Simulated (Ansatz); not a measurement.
# BFH5OSi (charge +1): shift of H6 from O1 to B2, part 2 of 2

How high is the barrier for the shift of H6 from O1 to B2? Relax the two ends, then run a nudged elastic band between them. SMILES of the start: [OH2+]B(F)[SiH3].

Ansatz 0.2.0; RKS B3LYP-D4/def2-SVPD.

## Step 5: Images and barrier

The run ended unconverged after 60 band iterations. The table shows its last band, which is no minimum-energy path. Images 0 and 6 are the ends. Energies count from image 0; the path length is the program's own measure over all atoms.

| image | path (Å) | energy (eV) | H6–O1 (Å) | H6–B2 (Å) | band force (eV/Å) |
| --- | --- | --- | --- | --- | --- |
| 0 | 0.000 | 0.0000 | 0.98 | 2.18 | - |
| 1 | 4.004 | 0.0053 | 0.98 | 2.18 | 0.021 |
| 2 | 8.008 | 0.0446 | 0.98 | 2.15 | 0.125 |
| 3 | 12.012 | 0.0108 | 0.98 | 2.21 | 0.025 |
| 4 | 16.015 | 0.3620 | 3.66 | 3.09 | 1.545 |
| 5* | 19.564 | 0.6065 | 2.24 | 1.41 | 2.380 |
| 6 | 21.388 | -0.3146 | 2.22 | 1.32 | - |

The star marks the climbing image.

image, energy (eV) and a bar:
```
        0      0.000 ##########
        1      0.005 ##########
        2      0.045 ############
        3      0.011 ###########
        4      0.362 ######################
        5      0.607 ##############################
        6     -0.315
```

How the highest energy settled:

```csv
iteration,highest image above image 0 (eV),largest band force (eV/Å)
1,21.9881,136.749
6,1.2060,1.644
11,2.1570,0.585
16,1.8689,0.694
21,1.7695,1.152
26,1.1948,1.266
31,0.3699,3.849
36,0.6690,2.391
41,0.4623,2.039
46,0.4193,3.021
51,0.5563,2.551
56,0.7925,2.358
60,0.6065,2.380
```

The band as a trajectory file:

```xyz
9
image=0 dE=0.0000
O     0.567    1.322   -0.797
B     0.653    0.274    0.272
F     1.734    0.492    0.954
Si   -0.794   -1.159    0.454
H    -0.160    1.372   -1.446
H     1.251    2.019   -0.896
H    -1.760   -0.911   -0.649
H    -0.094   -2.459    0.317
H    -1.398   -0.950    1.793
9
image=1 dE=0.0053
O     0.532    1.545   -0.197
B     0.680    0.058   -0.329
F     1.832   -0.177   -0.874
Si   -0.787   -1.210    0.323
H    -0.261    1.982    0.168
H     1.234    2.163   -0.491
H    -0.832   -2.328   -0.646
H    -0.358   -1.621    1.685
H    -2.040   -0.412    0.362
9
image=2 dE=0.0446
O     0.788    1.475    0.137
B     0.246    0.285   -0.599
F     0.476    0.497   -1.859
Si   -0.727   -1.290    0.273
H     0.885    1.596    1.100
H     1.090    2.249   -0.384
H     0.324   -2.157    0.868
H    -1.626   -0.724    1.312
H    -1.454   -1.932   -0.848
9
image=3 dE=0.0108
O     0.321    1.614   -0.186
B     0.678    0.157   -0.257
F     1.905    0.080   -0.672
Si   -0.638   -1.318    0.271
H     0.973    2.307   -0.423
H    -0.548    1.963    0.088
H    -0.261   -2.512   -0.520
H    -0.433   -1.488    1.734
H    -1.997   -0.803   -0.036
9
image=4 dE=0.3620
O     0.310    1.920    0.250
B     0.912    0.745    0.145
F     2.122    0.411   -0.264
Si   -0.446   -0.803    0.558
H     0.705    2.772    0.001
H    -1.172   -1.103   -1.196
H    -0.470   -1.347   -1.302
H    -0.099   -2.170    1.019
H    -1.863   -0.425    0.791
9
image=5 dE=0.6065
O     0.691    1.640   -1.073
B     0.446    0.724   -0.218
F     1.190    0.674    0.834
Si   -0.724   -1.125    0.407
H     1.633    1.940   -0.960
H    -0.892    0.292   -0.247
H    -1.790   -1.516   -0.572
H     0.528   -1.746    0.070
H    -1.082   -0.884    1.759
9
image=6 dE=-0.3146
O     1.101    1.853   -0.844
B     0.895    0.836   -0.059
F     1.604    0.415    0.943
Si   -0.913   -1.218    0.406
H     0.535    2.123   -1.580
H    -0.187    0.128   -0.313
H    -2.034   -1.246   -0.554
H     0.166   -2.209    0.245
H    -1.167   -0.682    1.756
```

## Step 6: The band again, with other settings

crystal.atoms is end A as relaxed above, and neb.final_atoms is end B, turned to lie on A. With 5 inner images the band has 7 in all. The start path is listed, through a guess of the saddle.

Contents of input.yaml:

```yaml
crystal:
  periodic: [false, false, false]
  atoms:
    - { symbol: O, position_ang: [0.567122, 1.32224, -0.796851] }
    - { symbol: B, position_ang: [0.652749, 0.274203, 0.271952] }
    - { symbol: F, position_ang: [1.734122, 0.491956, 0.953551] }
    - { symbol: Si, position_ang: [-0.793939, -1.159243, 0.45384] }
    - { symbol: H, position_ang: [-0.159655, 1.371819, -1.446475] }
    - { symbol: H, position_ang: [1.250981, 2.018766, -0.89607] }
    - { symbol: H, position_ang: [-1.759846, -0.910844, -0.649127] }
    - { symbol: H, position_ang: [-0.093964, -2.459202, 0.316512] }
    - { symbol: H, position_ang: [-1.397561, -0.949705, 1.792648] }
total_charge: 1
basis:
  gaussian: { orbitals: def2-SVPD }
hamiltonian:
  xc: b3lyp
  dispersion: d4
neb:
  order_check: false
  images: 5
  f_tol: 0.5
  max_iterations: 60
  final_atoms:
    - { symbol: O, position_ang: [1.1010552, 1.85274535, -0.84425423] }
    - { symbol: B, position_ang: [0.89467755, 0.83588434, -0.05858692] }
    - { symbol: F, position_ang: [1.60371851, 0.41469996, 0.94327415] }
    - { symbol: Si, position_ang: [-0.91287478, -1.2177796, 0.40611647] }
    - { symbol: H, position_ang: [0.53546213, 2.12256285, -1.58018119] }
    - { symbol: H, position_ang: [-0.1869873, 0.12839352, -0.31308978] }
    - { symbol: H, position_ang: [-2.03424776, -1.24623764, -0.55355224] }
    - { symbol: H, position_ang: [0.16649213, -2.20860008, 0.24466304] }
    - { symbol: H, position_ang: [-1.16728668, -0.68167869, 1.75559068] }
  initial_path:
    images:
      - { positions_ang: [[0.567122, 1.32224, -0.796851], [0.652749, 0.274203, 0.271952], [1.734122, 0.491956, 0.953551], [-0.793939, -1.159243, 0.45384], [-0.159655, 1.371819, -1.446475], [1.250981, 2.018766, -0.89607], [-1.759846, -0.910844, -0.649127], [-0.093964, -2.459202, 0.316512], [-1.397561, -0.949705, 1.792648]] }
      - { positions_ang: [[0.57689453, 1.4442259, -0.68192943], [0.68871394, 0.33653789, 0.27530716], [1.79036564, 0.49681603, 0.93216872], [-0.74078086, -1.11793535, 0.41802613], [-0.16821984, 1.55445181, -1.29106805], [0.98293693, 1.48476074, -0.97502206], [-1.64301459, -0.90571916, -0.72961945], [-0.0590862, -2.41702659, 0.36008485], [-1.42780054, -0.87612128, 1.69203213]] }
      - { positions_ang: [[0.58666705, 1.56621179, -0.56700785], [0.72467888, 0.39887279, 0.27866232], [1.84660929, 0.50167607, 0.91078644], [-0.68762273, -1.0766277, 0.38221227], [-0.17678468, 1.73708462, -1.13566111], [0.71489285, 0.95075548, -1.05397411], [-1.52618318, -0.90059431, -0.81011189], [-0.0242084, -2.37485118, 0.4036577], [-1.45804008, -0.80253756, 1.59141625]] }
      - { positions_ang: [[0.59643958, 1.68819769, -0.45208628], [0.76064381, 0.46120768, 0.28201748], [1.90285293, 0.5065361, 0.88940415], [-0.63446459, -1.03532005, 0.3463984], [-0.18534952, 1.91971743, -0.98025416], [0.44684878, 0.41675023, -1.13292617], [-1.40935176, -0.89546947, -0.89060434], [0.0106694, -2.33267576, 0.44723055], [-1.48827963, -0.72895384, 1.49080038]] }
      - { positions_ang: [[0.76464479, 1.74304691, -0.58280893], [0.80532173, 0.5860999, 0.16848268], [1.80314146, 0.47592406, 0.90736082], [-0.72726799, -1.0961399, 0.36630442], [0.05492103, 1.98733257, -1.18022984], [0.23557008, 0.32063132, -0.85964737], [-1.61765043, -1.0123922, -0.77825364], [0.06261031, -2.2913172, 0.37970805], [-1.38128198, -0.71319546, 1.57906381]] }
      - { positions_ang: [[0.93284999, 1.79789613, -0.71353158], [0.84999964, 0.71099212, 0.05494788], [1.70342998, 0.44531201, 0.92531748], [-0.82007138, -1.15695975, 0.38621045], [0.29519158, 2.05494771, -1.38020551], [0.02429139, 0.22451242, -0.58636858], [-1.8259491, -1.12931492, -0.66590294], [0.11455122, -2.24995864, 0.31218554], [-1.27428433, -0.69743708, 1.66732725]] }
      - { positions_ang: [[1.1010552, 1.85274535, -0.84425423], [0.89467755, 0.83588434, -0.05858692], [1.60371851, 0.41469996, 0.94327415], [-0.91287478, -1.2177796, 0.40611647], [0.53546213, 2.12256285, -1.58018119], [-0.1869873, 0.12839352, -0.31308978], [-2.03424776, -1.24623764, -0.55355224], [0.16649213, -2.20860008, 0.24466304], [-1.16728668, -0.68167869, 1.75559068]] }
```

Launch:

```sh
> ansatz run input.yaml --threads 2 --pin off --max-ram 3072MiB --backend cpu --events-out ev --progress --plain --runs-dir out
```

Log, shortened:

```text
Warning: RAYON_NUM_THREADS=2 ignored (pool sized by the plan → 2); use --threads N
[...]
Functional definition: B3LYP
[...]
1086 factors; their error is unknown
[...]
mean field -13387.63873917 eV, -491.9866491971 hartree, gradient 8.0e-5 eV, S^2 0.000000; 0 other end points of the search recorded, 0 dependent functions left out
[...]
reference -13387.63903410 eV, -491.9866600356 hartree; 20, 20 occupied and 110, 110 virtual orbitals, 1086 factors
1086 factors; their error is unknown
[...]
mean field -13387.96247740 eV, -491.9985463575 hartree, gradient 1.9e-5 eV, S^2 0.000000; 0 other end points of the search recorded, 0 dependent functions left out
[...]
reference -13387.96275993 eV, -491.9985567405 hartree; 20, 20 occupied and 110, 110 virtual orbitals, 1086 factors
NEB end point (image 0): max|allowed force component| = 1.135e-2 eV/Å (the criterion of neb.relax_end_points is 1.000e-1)
[...]
Total energy: -13386.04413725 eV, -491.9280486572 hartree
Atom 0 at     0.592261     1.267879    -0.936120 Å, force     0.127971     0.094386     0.089181 eV/Å
Atom 1 at     0.713772     0.557875     0.249089 Å, force    -0.045312    -0.082592     0.051180 eV/Å
Atom 2 at     1.483772     0.847257     1.241410 Å, force     0.045676     0.023103     0.004756 eV/Å
Atom 3 at    -0.660969    -1.135814     0.321426 Å, force     0.107003     0.061269     0.053822 eV/Å
Atom 4 at     0.843672     2.203824    -1.108391 Å, force    -0.078264    -0.061387    -0.071866 eV/Å
Atom 5 at    -0.372968     0.456505    -0.734328 Å, force    -0.095448    -0.052282    -0.039112 eV/Å
Atom 6 at    -1.614927    -1.006825    -0.818294 Å, force    -0.031098     0.026205    -0.051024 eV/Å
Atom 7 at     0.303606    -2.243648     0.139096 Å, force    -0.016670    -0.004655    -0.017341 eV/Å
Atom 8 at    -1.288211    -0.947063     1.646093 Å, force    -0.013858    -0.004047    -0.019596 eV/Å
Dipole moment:    -0.272604     0.240633    -0.439829 e Å
this run last wrote the band of iteration 20 to <dir>
```

Wall time 3.9 min (2 threads of AMD EPYC 7R43 (Zen 3), shared host); peak memory 0.31 GiB.

## Step 7: What the band shows

The 5 inner images lie between the fixed ends 0 and 6. Energy is taken from image 0, and the path length is the program's own coordinate along the band.

| image | path (Å) | energy (eV) | H6–O1 (Å) | H6–B2 (Å) | band force (eV/Å) |
| --- | --- | --- | --- | --- | --- |
| 0 | 0.000 | 0.0000 | 0.98 | 2.18 | - |
| 1 | 1.548 | 0.0354 | 0.98 | 2.19 | 0.017 |
| 2 | 3.094 | 0.4240 | 0.98 | 2.25 | 0.021 |
| 3 | 4.637 | 0.0049 | 0.98 | 2.20 | 0.036 |
| 4* | 6.180 | 1.7834 | 1.28 | 1.47 | 0.126 |
| 5 | 7.004 | 0.1416 | 1.91 | 1.31 | 0.492 |
| 6 | 7.847 | -0.3146 | 2.22 | 1.32 | - |

The star marks the climbing image.

image, energy (eV) and a bar:
```
        0      0.000 ####
        1      0.035 #####
        2      0.424 ###########
        3      0.005 #####
        4      1.783 ##############################
        5      0.142 #######
        6     -0.315
```

## Step 8: The band again, with other settings

crystal.atoms is end A as relaxed above, and neb.final_atoms is end B, turned to lie on A. With 5 inner images the band has 7 in all. The start path is listed, through a guess of the saddle.

Edit input.yaml of step 6 so:

```diff
@@ -21,4 +21,4 @@
   images: 5
-  f_tol: 0.5
-  max_iterations: 60
+  f_tol: 0.05
+  max_iterations: 3
   final_atoms:
```

Launch:

```sh
> ansatz run input.yaml --threads 2 --pin off --max-ram 3072MiB --backend cpu --events-out ev --progress --plain --runs-dir out
```

Log:

```text
Warning: RAYON_NUM_THREADS=2 ignored (pool sized by the plan → 2); use --threads N
Engine: ansatz 0.2.0, x86_64-unknown-linux-gnu
Functional definition: B3LYP
  parameter a0 = 0.2
  parameter ax = 0.72
  parameter ac = 0.81
  exchange = (1 - a0 - ax)*slater_x + ax*b88_x + a0*exact_x
  correlation = (1 - ac)*vwn_rpa_c + ac*lyp_c
1086 factors; their error is unknown
mean field evaluation 1: about -13377.3683 eV, gradient 8.0e1 eV
mean field evaluation 2: about -13362.3955 eV, gradient 1.3e2 eV
mean field evaluation 4: about -13387.4911 eV, gradient 7.1e0 eV
mean field evaluation 8: about -13387.5745 eV, gradient 3.6e-2 eV
mean field -13387.63873917 eV, -491.9866491971 hartree, gradient 8.0e-5 eV, S^2 0.000000; 0 other end points of the search recorded, 0 dependent functions left out
[... 5 lines left out ...]
mean field -13387.96247740 eV, -491.9985463575 hartree, gradient 1.9e-5 eV, S^2 0.000000; 0 other end points of the search recorded, 0 dependent functions left out
[... 2 lines left out ...]
NEB end point (image 0): max|allowed force component| = 1.135e-2 eV/Å (the criterion of neb.relax_end_points is 1.000e-2)
NEB end point (image 6): max|allowed force component| = 2.632e-3 eV/Å (the criterion of neb.relax_end_points is 1.000e-2)
[... 1 line left out ...]
mean field -13365.64272240 eV, -491.1783104901 hartree, gradient 4.2e-5 eV, S^2 0.000000; 0 other end points of the search recorded, 0 dependent functions left out
[... 4 lines left out ...]
mean field -13384.04576979 eV, -491.8546100077 hartree, gradient 5.3e-5 eV, S^2 0.000000; 0 other end points of the search recorded, 0 dependent functions left out
[... 3 lines left out ...]
mean field -13384.71587330 eV, -491.8792358575 hartree, gradient 7.5e-5 eV, S^2 0.000000; 0 other end points of the search recorded, 0 dependent functions left out
[... 4 lines left out ...]
mean field -13385.40401064 eV, -491.9045244382 hartree, gradient 6.8e-5 eV, S^2 0.000000; 0 other end points of the search recorded, 0 dependent functions left out
[... 3 lines left out ...]
mean field -13386.96003693 eV, -491.9617073497 hartree, gradient 2.5e-5 eV, S^2 0.000000; 0 other end points of the search recorded, 0 dependent functions left out
[... from here on, the SCF cycles and remarks between the steps are left out ...]
NEB iter   1: max|band force component| = 1.367e2 eV/Å  barrier→ = 21.9881 eV  barrier← = 22.3027 eV  Δτ_max = 0.2000 Å  (196 SCF iters)
NEB iter   2: max|band force component| = 3.131e1 eV/Å  barrier→ = 4.4761 eV  barrier← = 4.7907 eV  Δτ_max = 0.1979 Å  (188 SCF iters)
NEB iter   3: max|band force component| = 1.898e1 eV/Å  barrier→ = 2.3801 eV  barrier← = 2.6947 eV  Δτ_max = 0.2000 Å  (176 SCF iters)
[...]
this run last wrote the band of iteration 3 to <dir>
Error: NEB band did not converge after 3 iterations: max|band force component| = 1.90e1 eV/Å (threshold 5.0e-2); raise `neb.max_iterations` in a new run, which can start from the last band evaluated (`neb.initial_path`, with `crystal.atoms` and `neb.final_atoms` set to its first and last images), add images, or start from endpoints closer to local minima. Where this run's directory can be resumed (`checkpoint.write`), a resume goes on for up to `neb.max_iterations` more; to start a new run from the last band, take its images' positions from the `neb_iteration` event of iteration 3 (`data.images[].positions_ang`), in the event stream of the run that computed that iteration (not this run's, if it was resumed behind it). With `checkpoint.write`, `steps/00-neb/state/checkpoint.json` in the run directory holds the last saved band, under `neb.evaluated.images[].positions_ang` (a band under a hybrid functional on support functions is neither saved nor resumed: `neb.initial_path` says where its path is): check the last entry of `neb.iterations` there, which is earlier than 3 if that iteration was not saved or its write failed. If the band's step has no `state` directory and holds `state.next`, a write was cut short, and the file is under `state.next` instead (behind a loss of power it can be under `state.prev`)
this run wrote the band of iteration 3 to <dir> as well, whether or not its events were kept: a new run's `neb.initial_path` can list its `images[].positions_ang`
a run's events are kept only if it was started with --events-out <file>, and are in that file
```

Run time: 42 s. Hardware: 2 threads of AMD EPYC 7R43 (Zen 3), shared host; peak memory 0.31 GiB.

## Step 9: The band, image by image

The run ended unconverged after 3 band iterations. The table shows its last band, which is no minimum-energy path. The 5 inner images lie between the fixed ends 0 and 6. Energy is taken from image 0, and the path length is the program's own coordinate along the band.

| image | path (Å) | energy (eV) | H6–O1 (Å) | H6–B2 (Å) | band force (eV/Å) |
| --- | --- | --- | --- | --- | --- |
| 0 | 0.000 | 0.0000 | 0.98 | 2.18 | - |
| 1 | 0.883 | 2.3801 | 0.76 | 1.91 | 18.980 |
| 2 | 1.764 | 0.9639 | 0.99 | 1.75 | 1.626 |
| 3 | 2.643 | 1.9227 | 1.08 | 1.53 | 2.145 |
| 4 | 3.528 | 0.6556 | 1.86 | 1.27 | 1.662 |
| 5 | 4.384 | 0.0604 | 2.22 | 1.29 | 2.334 |
| 6 | 5.290 | -0.3146 | 2.22 | 1.32 | - |

image, energy (eV) and a bar:
```
        0      0.000 ####
        1      2.380 ##############################
        2      0.964 ##############
        3      1.923 #########################
        4      0.656 ###########
        5      0.060 ####
        6     -0.315
```

## Step 10: Outcome

What follows sums up all 2 parts.

| quantity | value |
| --- | --- |
| end A | 12 moves, 0.080 eV lower |
| end B | 16 moves, 8.718 eV lower |
| first band: band | not converged after 60 iterations |
| first band: highest image of the last band | 0.61 eV above image 0 (no barrier of the system) |
| second band | top 1.783 eV above image 0, 20 iterations, 5 inner images |
| time, first and second band | 11 min and 3.9 min |
| third band | not converged, 3 iterations, 5 inner images, none climbing |
| time, first and third band | 11 min and 42 s |

**Reading.** In the first band: without a converged band there is no barrier to report. Its largest force still stood at 2.38 eV/Å, against a threshold of 0.05. By distance, end A alone has O1–H6, B2–Si4 and end B alone has B2–H6, Si4–H6. As for the second band: the force threshold is loose, so the band stops early. As for the third band: the cap on iterations is too low for the band to settle.
